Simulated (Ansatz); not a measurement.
## W, space group Im-3m: a phonon calculation by linear response

Run with Ansatz 0.2.0, Python API.

`dfpt_w.py`
```python
from pathlib import Path
import warnings

import ansatz
from ase import Atoms
import numpy as np

FILLING = "Marzari-Vanderbilt"
WIDTH_EV = 0.1
KMESH = (14, 14, 14)

warnings.simplefilter("ignore", ansatz.DeckWarning)

atoms = Atoms(
    ["W"],
    scaled_positions=[
        (0.0, 0.0, 0.0),
    ],
    cell=[
        (-1.582345, 1.582345, 1.582345),
        (1.582345, -1.582345, 1.582345),
        (1.582345, 1.582345, -1.582345),
    ],
    pbc=True,
)
structure = ansatz.Crystal.from_ase(atoms)

base = (
    structure.calculation()
    .functional(ansatz.Functional.PBE)
    .pseudopotentials("paw")
    .occupations(FILLING, width=WIDTH_EV)
    .basis(17 * ansatz.Ha)
    .kpoints(*KMESH)
    .phonons("dfpt", points=[(0, 0, 0), (0, 0, 0.5), (0.5, 0.5, 0)])
)
result = base.run(threads=1, backend="cpu", runs_dir="runs")
ph = result.phonons

for q in ph.qpoints:
    thz = np.asarray(q.omega_inv_cm) / 33.35641
    print("q = ({:.2f}, {:.2f}, {:.2f})".format(*q.q_frac), np.round(thz, 2) + 0.0, "THz")
```

```console
$ python dfpt_w.py
RunWarning: eigensolver did not converge (k=30): 1 band(s) unlocked after 20 sweeps at ethr=1.00e-12 eV (lowest unlocked band 10, counted from 0; max residual 1.25e-5 eV among the unlocked bands, [...]
q = (0.00, 0.00, 0.00) [0. 0. 0.] THz
q = (0.00, 0.00, 0.50) [3.09 4.38 6.72] THz
q = (0.50, 0.50, 0.00) [3.09 4.38 6.72] THz
```
(Warnings from the package without file and line, shortened.)

What to keep in mind:
- Spin is left out of this run.
- The cell isn't relaxed first, so the values belong to this volume.
- The mesh is modest for a metal, so energies can be off by several to tens of meV an atom and pressures by half a GPa or more; differences at equal mesh fare better.
- Spin-orbit coupling, which matters for elements this heavy, is left out.
- The structure is taken as given; imaginary modes can come from an unrelaxed or unstable start. Phonons of metals also depend on mesh and smearing.
- The script silences the warnings on its input, which a real study should read.
- Run time: 47 s on 1 thread of Intel(R) Xeon(R) Platinum 8259CL CPU @ 2.50GHz (Skylake/Cascade Lake), on a shared host, peak memory 0.71 GiB.
